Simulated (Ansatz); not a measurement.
# CdS3: the cost of one run

Computed with Ansatz 0.2.0 (DFT PBE, scalar-relativistic, plane waves, PAW, unless a step's input says otherwise).

**1. The system as given**

The structure is hexagonal, space group P6_3/mmc (No. 194). The conventional cell has a = 6.936 Å, b = 6.936 Å, c = 6.730 Å, α = 90.00°, β = 90.00°, γ = 120.00°. Cd (site symmetry -6m2) is surrounded by 12 S at 3.56 to 3.58 Å. S (site symmetry mm2) is surrounded by 2 S at 2.10 Å.

Structure file:

```
Cd S
1.0
     6.93562    0.00000    0.00000
    -3.46781    6.00642    0.00000
     0.00000    0.00000    6.73007
Cd S
2 6
Direct
  0.33333 0.66667 0.75000
  0.66667 0.33333 0.25000
  0.23256 0.46512 0.25000
  0.53488 0.76744 0.25000
  0.23256 0.76744 0.25000
  0.76744 0.53488 0.75000
  0.46512 0.23256 0.75000
  0.76744 0.23256 0.75000
```

The cell was relaxed beforehand at this level, from a database cell with other species swapped in; it is a trial structure. At a tolerance of 0.02 Å it has space group P6_3/mmc (No. 194); it has 35.05 Å³/atom, an uncorrected energy of +0.49 eV/atom over the elements.

**2. Bands, states and charges**

The input, input.yaml:

```yaml
crystal:
  lattice:
    - [6.9356152869, 0.0, 0.0]
    - [-3.4678076435, 6.0064190293, 0.0]
    - [0.0, 0.0, 6.730066508]
  atoms:
    - { symbol: Cd, position: [0.3333333333, 0.6666666667, 0.75] }
    - { symbol: Cd, position: [0.6666666667, 0.3333333333, 0.25] }
    - { symbol: S, position: [0.2325583181, 0.4651166361, 0.25] }
    - { symbol: S, position: [0.5348833639, 0.7674416819, 0.25] }
    - { symbol: S, position: [0.2325583181, 0.7674416819, 0.25] }
    - { symbol: S, position: [0.7674416819, 0.5348833639, 0.75] }
    - { symbol: S, position: [0.4651166361, 0.2325583181, 0.75] }
    - { symbol: S, position: [0.7674416819, 0.2325583181, 0.75] }
basis:
  ecutwfc: 420
kpoints:
  mp_grid: { grid: [6, 6, 4] }
  band_path:
    path:
      - [[0.0, 0.0, 0.0], [0.5, 0.0, 0.0], [0.33333333, 0.33333333, 0.0], [0.0, 0.0, 0.0], [0.0, 0.0, 0.5], [0.5, 0.0, 0.5], [0.33333333, 0.33333333, 0.5], [0.0, 0.0, 0.5]]
      - [[0.5, 0.0, 0.5], [0.5, 0.0, 0.0]]
      - [[0.33333333, 0.33333333, 0.5], [0.33333333, 0.33333333, 0.0]]
    npoints: 14
hamiltonian:
  xc: pbe
scf:
  occupations: { method: gaussian, width: 0.02 }
  n_extra_bands: 20
output:
  forces: true
  stress: true
  eigenvalues: true
  populations: true
  dos: { projected: true, de: 0.02, nscf_kmesh: { grid: [9, 9, 6] } }
  bader: true
```

Started as:

```sh
$ ansatz run input.yaml --threads 1 --pin off --max-ram 2560MiB --backend cpu --events-out ev --progress --plain --runs-dir out
```

Q: Estimate wall time and peak memory on 1 thread of Arm Neoverse N1, shared host.

About 4.1 min, with a peak of 1.2 GiB.
